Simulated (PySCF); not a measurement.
# B2F2H3N: geometry, NMR shifts, spin-spin couplings, electronic excitations and core binding energies

Aim: predict the NMR shifts, spin-spin couplings, electronic excitations and core binding energies of B2F2H3N (`NBB(F)F`).

Programs: PySCF 2.14.0, with density-fitted response routines of our own. Each step states its level of theory. These are calculated values for one molecule in the gas phase, unless marked as measured. Atoms are numbered from 0 throughout.

## 1. The starting structure

8 atoms, charge 0, multiplicity 1; geometry from: GFN2-xTB.

Bonds of the start (Å): N0–B1 1.38, B1–B2 1.68, B2–F3 1.33, B2–F4 1.33, N0–H5 1.01, N0–H6 1.01, B1–H7 1.18.

## 2. Geometry optimisation at PBE0-D3(BJ)/def2-SVP

Job settings and geometry (Å):

```
{"job": {"xc": "PBE0", "basis": "def2-SVP", "d3": "d3bj", "grid": 1, "kind": "geom"}, "charge": 0, "multiplicity": 1}
N     -1.328941    -0.165013     0.201284
B     -0.197712     0.433066    -0.313768
B      1.359281    -0.118030     0.003784
F      2.116192     0.292572     1.017263
F      2.022356    -0.989356    -0.751012
H     -2.265465     0.157599     0.017067
H     -1.318853    -0.971897     0.804005
H     -0.377800     1.370472    -1.003188
```

**Question.** This job is followed by: GIAO PBE0/pcSseg-1 NMR shielding, non-relativistic, gas phase; B3LYP/pcJ-1 indirect spin-spin coupling, non-relativistic, gas phase; TDDFT wB97X-D/def2-SVPD, vertical, gas phase, core orbitals frozen in the response; GIAO PBE/pcSseg-2 NMR shielding, non-relativistic, gas phase; delta-SCF UKS SCAN, pcX-2 on the ionised atom, pcseg-1 elsewhere, spin-free X2C. Predict these results of the whole session: point group; rotational constants (main isotopes); ¹H shifts against TMS (PBE0/pcSseg-1, means over atoms taken as alike); ¹⁵N shifts against NH3 (PBE0/pcSseg-1); ¹¹B shifts against BF3·OEt2 (PBE0/pcSseg-1); ¹⁹F shifts against CFCl3 (PBE0/pcSseg-1, means over atoms taken as alike); largest coupling of the table (B3LYP/pcJ-1); lowest singlet (wB97X-D/def2-SVPD); brightest single state of those computed; lowest triplet; vertical ionisation energy (ΔSCF); N1s binding energies, SCAN/pcX-2; B1s binding energies, SCAN/pcX-2 (standing for 1 of 2 atoms); F1s binding energies, SCAN/pcX-2; range of the shift of F3.

The runs gave:

| quantity | value |
| --- | --- |
| point group | C1 |
| rotational constants (main isotopes) | 8.76, 3.05, 2.49 GHz |
| ¹H shifts against TMS (PBE0/pcSseg-1, means over atoms taken as alike) | 5.16, 4.60 ppm |
| ¹⁵N shifts against NH3 (PBE0/pcSseg-1) | 128.2 ppm |
| ¹¹B shifts against BF3·OEt2 (PBE0/pcSseg-1) | 39.2, 29.9 ppm |
| ¹⁹F shifts against CFCl3 (PBE0/pcSseg-1, means over atoms taken as alike) | -36.1 ppm |
| largest coupling of the table (B3LYP/pcJ-1) | ²J(F,F) F3–F4, -253.8 Hz |
| lowest singlet (wB97X-D/def2-SVPD) | 6.61 eV (188 nm), f = 0.001 |
| brightest single state of those computed | state 4, 8.15 eV, f = 0.228 |
| lowest triplet | 5.91 eV |
| vertical ionisation energy (ΔSCF) | 11.23 eV |
| N1s binding energies, SCAN/pcX-2 | N0 405.93 eV |
| B1s binding energies, SCAN/pcX-2 (standing for 1 of 2 atoms) | B2 199.10 eV |
| F1s binding energies, SCAN/pcX-2 | F3 693.23 eV |
| range of the shift of F3 | -56.6 to -36.1 ppm |

**Reading.** Relaxing lowered the energy by 0.053 eV in 11 steps; the close pair that moved most is B1–H7, from 1.177 to 1.214 Å. No frequency check was run at this level, so the end point may be a saddle. At PBE0/pcSseg-1: Shielding is most anisotropic at F3, F4 (span 350 ppm, paramagnetic term -255 ppm). In the run at B3LYP/pcJ-1, the largest coupling of the table is F3–F4, -253.8 Hz, of which the Fermi-contact term gives 48.1 Hz. Density functionals describe couplings to fluorine poorly, F–F couplings above all, so those rows are rough. The lowest singlet, at 6.61 eV, is HOMO→LUMO+1 0.76, HOMO→LUMO 0.22 and is weak; of the 10 states computed, the strongest absorption comes from state 4 at 8.15 eV (the last state computed is bright too, and its partners may lie past the list). The lowest triplet lies 0.71 eV below the lowest singlet (triplets in Tamm-Dancoff, singlets in full TDDFT). ΔSCF puts the ionisation energy at 11.23 eV, 0.63 eV above −ε(HOMO). In ppm, F3 (with its like atoms) moves most: its shift spreads over 20.6 ppm, from -56.6 (PBE/pcSseg-2) to -36.1 (PBE0/pcSseg-1).
